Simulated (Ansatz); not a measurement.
# C₃H₅ISi, SMILES C=C=C([SiH3])I: a ladder of methods at one geometry

Computed with the Python package of Ansatz (0.2.0).

Notebook, run cell by cell (the value of a cell's last expression is shown):

In [1]:
```python
from pathlib import Path

import ansatz as az
import numpy as np

BASIS_SET = "def2-SVP"
```

In [2]:
```python
geometry_ang = [
    ("C", [0.1879, 2.1556, -0.1684]),
    ("C", [0.0746, 0.9198, -0.4095]),
    ("C", [-0.0141, -0.3501, -0.6682]),
    ("Si", [-0.0785, -1.5509, 0.6852]),
    ("I", [0.121, -1.0048, -2.5954]),
    ("H", [0.2416, 2.918, -1.0019]),
    ("H", [0.1164, 2.5903, 0.8348]),
    ("H", [-1.3594, -2.3428, 0.5301]),
    ("H", [-0.205, -0.8819, 2.062]),
    ("H", [0.9985, -2.5043, 0.7342]),
]
molecule = az.Crystal.molecule()
for symbol, xyz in geometry_ang:
    molecule = molecule.atom(symbol, xyz)
```

In [3]:
```python
job = molecule.calculation().basis(gaussian=BASIS_SET)
```

In [4]:
```python
print("functional    E (Ha)        dipole (D)   HOMO (eV)  LUMO (eV)")
for name in ["lc_wpbe", "pbe0", "b3lyp", "revpbe", "r2scan0"]:
    data = job.functional(name).forces().orbitals().run(runs_dir="runs").report
    lines = Path(data["orbitals_path"]).read_text().splitlines()
    field_of = lambda key: [line.split("=")[1].strip() for line in lines if line.startswith(key)]
    orbitals = [(27.211386 * float(e), s, float(n)) for e, s, n in zip(field_of("Ene="), field_of("Spin="), field_of("Occup="))]
    homo = max(e for e, _, n in orbitals if n > 0.5)
    lumo = min(e for e, _, n in orbitals if n < 0.5)
    dipole = 4.803205 * np.linalg.norm(data["charge_distribution"]["dipole_moment_e_ang"])
    print(f"{name:10s} {data['free_energy_ev'] / 27.211386246:14.6f} {dipole:9.3f} {homo:11.3f} {lumo:10.3f}")
```
```text
functional    E (Ha)        dipole (D)   HOMO (eV)  LUMO (eV)
lc_wpbe       -704.022782     1.516      -7.822     -1.372
pbe0          -703.919448     1.404      -5.348     -3.586
b3lyp         -704.291118     1.326      -5.102     -3.693
revpbe        -704.125995     1.253      -4.275     -4.299
r2scan0       -704.145544     1.497      -5.466     -3.587
```

Notes:
- Total energies depend on the basis set; only differences at equal settings carry meaning.
- The geometry is a force-field or estimated start, not a minimum of this method, and the basis set is short of its limit. A lower total doesn't mark the better method: functionals have no common bound, and MP2 and coupled cluster aren't variational.
- def2 sets replace the cores of elements past krypton by effective core potentials.
- b3lyp holds the VWN-RPA fit, as in Gaussian; the form of ORCA and Turbomole is b3lyp5.
- Levels such as HOMO and LUMO are orbital energies: with these approximate functionals they aren't the ionisation energy and electron affinity, and their gap isn't the fundamental gap.
- It ran for 83 s on 1 thread of Arm Neoverse V1 (shared host), peak memory 0.36 GiB.
